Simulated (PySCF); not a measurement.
# MoO2(NH2)2: geometry, NMR shifts and electronic excitations

Aim: predict the NMR shifts and electronic excitations of MoO2(NH2)2 (`[NH2][Mo]([NH2])(=[O])=[O]`).

The runs use PySCF 2.14.0, with density-fitted response routines of our own; the level of theory stands in each step. All values are computed, except where a source is named. Atoms are numbered from 0 throughout.

**1. Starting geometry**

9 atoms, charge 0, multiplicity 1; geometry from: GFN2-xTB.

Bonds of the start (Å): Mo0–O1 1.64, Mo0–O2 1.64, Mo0–N3 1.91, Mo0–N6 1.91, N3–H4 1.02, N3–H5 1.02, N6–H7 1.02, N6–H8 1.02.

**2. Optimising the geometry at PBE0-D3(BJ)/def2-SVP**

The job: settings as JSON, then the geometry in Å.

```
{"job": {"xc": "PBE0", "basis": "def2-SVP", "d3": "d3bj", "grid": 1, "maxiter": 40, "kind": "geom"}, "charge": 0, "multiplicity": 1}
Mo     0.586890     0.000920     0.403790
O      0.400240     0.003780     2.031850
O      2.043120    -0.000990    -0.346800
N     -0.348870     1.533030    -0.244940
H     -0.114880     2.062400    -1.084830
H     -1.051320     2.060750     0.273330
N     -0.348930    -1.534090    -0.237850
H     -1.050130    -2.061240     0.282780
H     -0.116120    -2.064560    -1.077320
```

**Question.** This job is followed by: GIAO PBE0/pcSseg-1 Mo:def2-TZVP NMR shielding, non-relativistic, gas phase; TDDFT CAM-B3LYP/def2-SVPD, vertical, gas phase, core orbitals frozen in the response; GIAO KT2/pcSseg-1 Mo:def2-TZVP NMR shielding, non-relativistic, gas phase. What will the session give for the following? point group; rotational constants (main isotopes); 1H shifts against TMS (PBE0/def2-TZVP+pcSseg-1, means over atoms taken as alike); 17O shifts against H2O (PBE0/def2-TZVP+pcSseg-1, means over atoms taken as alike); 15N shifts against NH3 (PBE0/def2-TZVP+pcSseg-1, means over atoms taken as alike); lowest singlet (CAM-B3LYP/def2-SVPD); brightest single state of those computed; lowest triplet; vertical electron affinity (ΔSCF); range of the shift of O1.

The runs gave:

```
                                                                         quantity                        value
                                                                      point group                          C2v
                                             rotational constants (main isotopes)         3.78, 3.26, 3.24 GHz
 1H shifts against TMS (PBE0/def2-TZVP+pcSseg-1, means over atoms taken as alike)                     4.89 ppm
17O shifts against H2O (PBE0/def2-TZVP+pcSseg-1, means over atoms taken as alike)                   1017.4 ppm
15N shifts against NH3 (PBE0/def2-TZVP+pcSseg-1, means over atoms taken as alike)                    139.1 ppm
                                             lowest singlet (CAM-B3LYP/def2-SVPD)  4.51 eV (275 nm), f = 0.003
                                         brightest single state of those computed  state 4, 5.21 eV, f = 0.137
                                                                   lowest triplet                      4.04 eV
                                                vertical electron affinity (ΔSCF)                      0.11 eV
                                                         range of the shift of O1          920.8 to 1017.4 ppm
```

In words: The optimisation took 8 steps and gained 0.294 eV; among the close pairs (by a distance rule), Mo0–O1 changed most, from 1.639 to 1.682 Å. At PBE0/def2-TZVP+pcSseg-1: The widest tensor belongs to O1, O2: span 1007 ppm, with a paramagnetic part of -1085 ppm. The lowest singlet, at 4.51 eV, is HOMO→LUMO 0.98 and is weak; of the 10 states computed, the strongest absorption comes from state 4 at 5.21 eV. The lowest triplet lies 0.47 eV below the lowest singlet (triplets in Tamm-Dancoff, singlets in full TDDFT). In ppm, O1 (with its like atoms) moves most: its shift spreads over 96.6 ppm, from 920.8 (KT2/def2-TZVP+pcSseg-1) to 1017.4 (PBE0/def2-TZVP+pcSseg-1). Spin-orbit coupling is left out, which matters for shieldings and couplings at and beside the heavy atoms.
